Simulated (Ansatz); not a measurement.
# H₄InO₂Si radical: a ladder of functionals and wavefunction methods

The task here is to estimate one member of a computed series from the others.

Computed with Ansatz 0.2.0, Gaussian basis. Level: functionals in def2-TZVPP, the program's frozen cores in correlated methods.

The runs, in order: LDA (SPW92), PBE-D4, revPBE-D4, BLYP-D4, r2SCAN-D4, B97M-V, PBE0-D4, B3LYP-D4, r2SCANh-D4, r2SCAN0-D4, HSE06-D4, BHLYP-D4, CAM-B3LYP-D4, LC-ωPBE, ωB97X-V, ωB97M-V, B2PLYP, PBE-QIDH; CCSD(T)/def2-SVP; CCSD(T)/def2-TZVPP; MP2/def2-QZVPP; extrapolation to the limit.

1 further run of the same task is left out (for a known fault of the program).

## Structure used throughout

All runs share one geometry, relaxed beforehand with PBE0-D4 in a triple-zeta def2 set. In takes the def2 core potential; no spin-orbit term is included.

SMILES `[OH][In][O][SiH3]`, 8 atoms, charge 0, spin multiplicity 2.

Atoms are counted from 1 here; the program's logs count them from 0.

Bond lengths: O1–In2 2.001 Å, O1–H5 0.964 Å, In2–O3 2.006 Å, O3–Si4 1.630 Å, Si4–H6 1.491 Å, Si4–H7 1.488 Å, Si4–H8 1.493 Å. Angles: In2–O1–H5 108.9°, O1–In2–O3 112.2°, In2–O3–Si4 138.4°, O3–Si4–H6 111.7°, O3–Si4–H7 109.0°, O3–Si4–H8 111.8°, H6–Si4–H7 108.5°, H6–Si4–H8 107.3°, H7–Si4–H8 108.4°.

The first run:

in.yaml

```yaml
crystal:
  periodic: [false, false, false]
  atoms:
    - {symbol: O, position_ang: [-1.599107, 2.778239, -0.886380]}
    - {symbol: In, position_ang: [-1.681690, 0.842156, -0.387686]}
    - {symbol: O, position_ang: [0.134199, 0.081156, -0.003447]}
    - {symbol: Si, position_ang: [0.790449, -1.346229, 0.430022]}
    - {symbol: H, position_ang: [-0.678861, 3.065916, -0.870828]}
    - {symbol: H, position_ang: [0.776526, -2.323802, -0.696310]}
    - {symbol: H, position_ang: [2.202007, -1.125473, 0.845490]}
    - {symbol: H, position_ang: [0.056477, -1.971962, 1.569139]}
basis:
  gaussian: {orbitals: def2-TZVPP}
magnetization: {spin_polarized: true, initial_magnetization: 1}
hamiltonian: {xc: lda}
output: {orbitals: {seedname: orbitals}}
```

Launch:

```sh
$ ansatz run in.yaml --threads 2 --pin off --events-out ev --progress --plain --max-ram 32768MiB --backend cpu
```

Among the steps run: LDA; PBE-D4 (GGA); revPBE-D4 (GGA); BLYP-D4 (GGA); r2SCAN-D4 (meta-GGA); B97M-V (meta-GGA); PBE0-D4 (hybrid); B3LYP-D4 (hybrid); r2SCANh-D4 (hybrid); r2SCAN0-D4 (hybrid); HSE06-D4 (hybrid); BHLYP-D4 (hybrid); CAM-B3LYP-D4 (range-separated); LC-ωPBE (range-separated); ωB97X-V (range-separated); ωB97M-V (range-separated); B2PLYP (double hybrid); PBE-QIDH (double hybrid).

One table of the session follows, with a row left open; its other results are not shown here.

It belongs to the step «Orbital energies across the functionals». 

| functional | HOMO (eV) | LUMO (eV) | gap (eV) |
| --- | --- | --- | --- |
| LDA (SPW92) | -5.98 | -5.29 | 0.69 |
| PBE-D4 | -5.82 | -4.93 | 0.89 |
| revPBE-D4 | -5.76 | -4.79 | 0.97 |
| BLYP-D4 | -5.68 | -4.96 | 0.72 |
| r2SCAN-D4 | -6.22 | -4.64 | 1.57 |
| B97M-V | -5.90 | -5.08 | 0.82 |
| PBE0-D4 | -6.95 | -4.05 | 2.90 |
| B3LYP-D4 | -6.74 | -4.48 | 2.27 |
| r2SCANh-D4 | -6.64 | -4.33 | 2.31 |
| r2SCAN0-D4 | ? | ? | ? |
| HSE06-D4 | -6.55 | -4.43 | 2.13 |
| BHLYP-D4 | -7.92 | -3.33 | 4.59 |
| CAM-B3LYP-D4 | -8.22 | -3.24 | 4.97 |
| LC-ωPBE | -9.48 | -1.75 | 7.73 |
| ωB97X-V | -9.05 | -2.13 | 6.92 |
| ωB97M-V | -9.07 | -2.38 | 6.69 |

**Question.** Estimate the row for r2SCAN0-D4.

Worked estimate for «HOMO (eV)». Against the share of exact exchange, r2SCAN-D4 (0, -6.22), r2SCANh-D4 (0.1, -6.64) give a slope of -4.20 per unit share; at 0.25 the line stands at -7.27.

As computed: HOMO (eV): -7.27; LUMO (eV): -3.87; gap (eV): 3.40. In «HOMO (eV)» the line misses by 0.00.
